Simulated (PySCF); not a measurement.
# AlAsH6: the cost of one run

The runs use PySCF 2.14.0, with density-fitted response routines of our own; the level of theory stands in each step. All values are computed, except where a source is named. Atoms count from 0, in the outputs and in this text.

**1. The molecule as given**

8 atoms, charge 0, multiplicity 1; geometry from: GFN2-xTB. The atoms were then displaced at random by about 0.01 Å, so the start is not that level's minimum.

Bonds of the start (Å): Al0–As1 2.59, Al0–H2 1.58, Al0–H3 1.55, Al0–H4 1.59, As1–H5 1.50, As1–H6 1.52, As1–H7 1.49.

**2. Optimising the geometry at PBE0-D3(BJ)/def2-SVP**

The job: settings as JSON, then the geometry in Å.

```
{"job": {"xc": "PBE0", "basis": "def2-SVP", "d3": "d3bj", "grid": 1, "shake": 0.01, "kind": "geom"}, "charge": 0, "multiplicity": 1}
Al    -1.354850    -0.070950     0.055010
As     1.127870     0.399050    -0.505670
H     -1.689520    -0.670330    -1.366960
H     -1.214770    -1.010250     1.275810
H     -1.680600     1.462130     0.316130
H      1.096490     0.564570     0.982610
H      2.651720     0.384100    -0.477160
H      1.118800    -1.077470    -0.332220
```

Started as:

```console
$ OMP_NUM_THREADS=1 python probes_run.py task.json out
```

This one command runs all jobs of the session in turn.

**Question.** How long does this first job take on 1 thread of Arm Neoverse V1, shared host, and how much memory does it need?

About 28 s, with a peak of 0.34 GiB.
